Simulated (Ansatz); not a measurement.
# TiCl+ (triplet): wave-function methods side by side, def2-SVP

One table from this session's results is given with a row withheld; the runs are named, their logs left out.

Method: def2-SVP, core rule «outside noble gas», up to 14 orbitals frozen; program: Ansatz 0.2.0, Gaussian basis.

The runs, in order: UHF; CCSD(T) on ROHF; CCSD(T) on UHF; CISD; CCSDT(Q) on ROHF; CCSDT(Q) on UHF; CCSDTQ on ROHF.

12 further runs of the same task are left out: 8 for a known fault of the program, 4 set aside as unsound or not needed.

## The system

The geometry is a PBE0/def2-TZVP stationary point (not a proven minimum).

2 atoms, charge 1, spin multiplicity 3.

Atoms are counted from 1 here; the program's logs count them from 0.

Bond lengths: Ti1–Cl2 2.169 Å.

Set-up of the first run:

in.yaml

```yaml
crystal:
  periodic: [false, false, false]
  atoms:
    - {symbol: Ti, position_ang: [0.000000, 0.000000, 0.000000]}
    - {symbol: Cl, position_ang: [0.000000, 0.000000, 2.168600]}
basis:
  gaussian: {orbitals: def2-SVP}
total_charge: 1
magnetization: {spin_polarized: true, initial_magnetization: 2}
hamiltonian: {xc: hf}
output: {orbitals: {seedname: orbitals}}
```

Run with:

```bash
ansatz run in.yaml --threads 1 --pin off --events-out ev --progress --plain --max-ram 2816MiB --backend cpu
```

Among the steps run: UHF; CCSD(T) on ROHF; CCSD(T) on UHF; CISD; CCSDT(Q) on ROHF; CCSDT(Q) on UHF; CCSDTQ on ROHF.

One of the session's tables, all rows but one given; the rest of the session is left out.

| method | from RCCSDTQ (meV) |
| --- | --- |
| ROHF | +4933.4 |
| UHF | +4848.5 |
| RMP2 | +653.4 |
| UMP2 | +580.8 |
| RCCSD | +201.0 |
| UCCSD | +138.8 |
| RCCSD(T) | +57.5 |
| UCCSD(T) | -2.0 |
| RCCSDT | +20.0 |
| UCCSDT | -27.4 |
| RCCSDT(Q) | +3.0 |
| UCCSDT(Q) | ? |
| RCCSDTQ | 0 |

**Question.** Estimate the row for UCCSDT(Q).

As computed: from RCCSDTQ (meV): -46.0. In the column «from RCCSDTQ (meV)» it is the lowest.

Caveats from the session: Restricted and unrestricted rows rest on different reference determinants; where their highest levels disagree by more than a few hundredths of an eV, they describe different states and don't form one ladder.
